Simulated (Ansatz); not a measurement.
Run this with Ansatz 0.2.0 through its Python package and show what comes out.

`scan_c2h5osb.py`
```python
# -*- coding: utf-8 -*-
"""Potential curve of C2H5OSb along one bond."""

import ansatz as az
import numpy as np

GEOMETRY = """
C    -0.56260    1.14440   -0.68430
Sb    1.16730    0.70880    0.43570
C     0.45280   -1.25390    0.85390
O     1.26070   -1.21720   -0.31700
H    -0.56550    0.68240   -1.70320
H    -0.67080    2.30340   -0.84190
H    -1.48270    0.84480   -0.14140
H    -0.55040   -1.45540    0.69100
H     1.03980   -1.80360    1.69000
"""

geometry = az.Crystal.molecule()
for line in GEOMETRY.strip().splitlines():
    symbol, *xyz = line.split()
    geometry = geometry.atom(symbol, [float(v) for v in xyz])

symbols = [site.symbol for site in geometry.cartesian_sites]
start = np.array([site.position_ang for site in geometry.cartesian_sites])
axis = (start[4] - start[0]) / np.linalg.norm(start[4] - start[0])
moving = [4]
lengths, energies = [0.95, 1.03, 1.12, 1.23, 1.4, 1.68, 2.01, 2.46], []
for length in lengths:
    xyz = start.copy()
    xyz[moving] += (length - np.linalg.norm(start[4] - start[0])) * axis
    point = az.Crystal.molecule()
    for symbol, place in zip(symbols, xyz):
        point = point.atom(symbol, place.tolist())
    base = (
        point.calculation()
        .basis(gaussian="def2-SVP")
        .correlation("mp2")
    )
    r = base.run(threads=1).report
    energies.append(r["free_energy_ev"])
    print(f"r = {length:6.3f} A  E = {energies[-1]:.5f} eV  <S^2> = {abs(r['mean_field']['state']['spin_squared']):.3f}")

print("energy above the lowest point (eV):", [round(e - min(energies), 3) for e in energies])
```

```console
$ python scan_c2h5osb.py
r =  0.950 A  E = -10697.86050 eV  <S^2> = 0.000
r =  1.030 A  E = -10698.28682 eV  <S^2> = 0.000
r =  1.120 A  E = -10698.37339 eV  <S^2> = 0.000
r =  1.230 A  E = -10698.14288 eV  <S^2> = 0.000
r =  1.400 A  E = -10697.43643 eV  <S^2> = 0.000
r =  1.680 A  E = -10696.04837 eV  <S^2> = 0.000
r =  2.010 A  E = -10694.61009 eV  <S^2> = 0.000
r =  2.460 A  E = -10693.24733 eV  <S^2> = 0.000
energy above the lowest point (eV): [0.513, 0.087, 0.0, 0.231, 0.937, 2.325, 3.763, 5.126]
```

Reading the output:
- These settings explore the input space; basis and method may be short of convergence.
- The rest of the molecule is held rigid at a force-field or estimated start geometry, and the basis set is modest; single-reference methods fail as a bond breaks.
- def2 sets replace the cores of elements past krypton by effective core potentials.
- The orbitals are restricted, so S² is zero by construction.
- Toward dissociation an unrestricted state can lie under the restricted one, by tenths of an eV for polar bonds under a functional and by 1 to 2 eV or more for others.
- S² is that of the Hartree-Fock reference.
- The whole script took 18 s on 1 thread of Arm Neoverse V2, on a shared host, peak memory 0.27 GiB.
